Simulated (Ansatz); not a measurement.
## C2H7InO, SMILES C[CH2][InH][OH]: a single point in a Gaussian basis

Run with Ansatz's Python interface.

The script reads `c2h7ino.xyz`:
```text
11

C    -1.52509    0.55259    0.38717
C    -0.42689   -0.46972    0.63135
In    1.58284    0.20356   -0.13531
O     2.24234   -0.65353   -1.75437
H    -1.32517    1.47736    0.92712
H    -1.61350    0.78736   -0.67514
H    -2.48500    0.16169    0.73081
H    -0.62003   -1.39433    0.07988
H    -0.34194   -0.70213    1.69180
H     2.76008    1.37205    0.32553
H     1.75236   -1.33487   -2.20883
```

Script `c2h7ino_energy.py`:
```python
'''Single point of C2H7InO in a Gaussian basis.'''

import sys

import ansatz
import numpy as np

system = ansatz.Crystal.molecule_from_extxyz('c2h7ino.xyz')

job = (
    system.calculation()
    .basis(gaussian='def2-SVP')
    .functional('r2scan')
    .forces()
)
try:
    summary = job.run().report
except ansatz.AnsatzError as error:
    sys.exit(f'{type(error).__name__}: {error}')

print('reference energy %16.6f eV' % summary['reference_energy_ev'])
print('total energy     %16.6f eV' % summary['free_energy_ev'])
print('occupied (up, down):', summary['n_occupied'], ' virtual:', summary['n_virtual'], ' frozen:', summary['n_frozen'])

state = summary['mean_field']['state']
print(f'mean field: {state["energy"]["hartree"]:.7f} Ha, <S^2> = {abs(state["spin_squared"]):.4f}, stability: {state.get("stability", {}).get("kind")}')

symbols = [site.symbol for site in system.cartesian_sites]
print('forces (eV/A)')
for symbol, f in zip(symbols, summary['forces_ev_ang']):
    print(f'  {symbol:2s} {f[0]:9.4f} {f[1]:9.4f} {f[2]:9.4f}')

charges = summary['charge_distribution']
dipole = np.array(charges['dipole_moment_e_ang']) * 4.803205
print('dipole (D): {:.3f} {:.3f} {:.3f}, length {:.3f}'.format(*dipole, np.linalg.norm(dipole)))
print('atom  Mulliken   Lowdin')
for symbol, m, l in zip(symbols, charges['mulliken_charges_e'], charges['lowdin_charges_e']):
    print(f'{symbol:4s} {m:9.3f} {l:8.3f}')
```

```console
$ python c2h7ino_energy.py
reference energy     -9404.872837 eV
total energy         -9404.872837 eV
occupied (up, down): [24, 24]  virtual: [79, 79]  frozen: 0
mean field: -345.6227019 Ha, <S^2> = 0.0000, stability: minimum
forces (eV/A)
  C     0.3805   -0.2879    0.0025
  C     0.7551    0.4190   -0.5854
  In   -1.0288    0.3613    1.3660
  O     0.8598   -0.2019   -0.9839
  H    -0.0414    0.4156    0.1612
  H    -0.1616    0.1654   -0.3115
  H    -0.4359   -0.0319    0.0813
  H    -0.0818   -0.3158   -0.0266
  H     0.1324   -0.1801    0.3972
  H    -0.0067    0.0367    0.0496
  H    -0.3716   -0.3803   -0.1504
dipole (D): -2.098 -0.601 0.908, length 2.364
atom  Mulliken   Lowdin
C       -0.059    0.018
C       -0.297   -0.087
In       0.551    0.170
O       -0.507   -0.004
H        0.043    0.008
H        0.040    0.008
H        0.040    0.001
H        0.052    0.007
H        0.060    0.008
H       -0.103   -0.088
H        0.179   -0.040
```

Caveats:
- Total energies depend on the basis set; only differences at equal settings carry meaning.
- The geometry is a force-field or estimated start, not a minimum of this method, and the basis set is short of its limit.
- def2 sets replace the cores of elements past krypton by effective core potentials.
- The Löwdin charges here are taken after orthogonalising the functions within each atom; they differ from plain Löwdin charges, and their signs can be unphysical.
- The whole script took 7.3 s on 1 thread of Arm Neoverse V1, on a shared host, peak memory 0.22 GiB.

(Lines on the test bed's own set-up are left out of the output.)
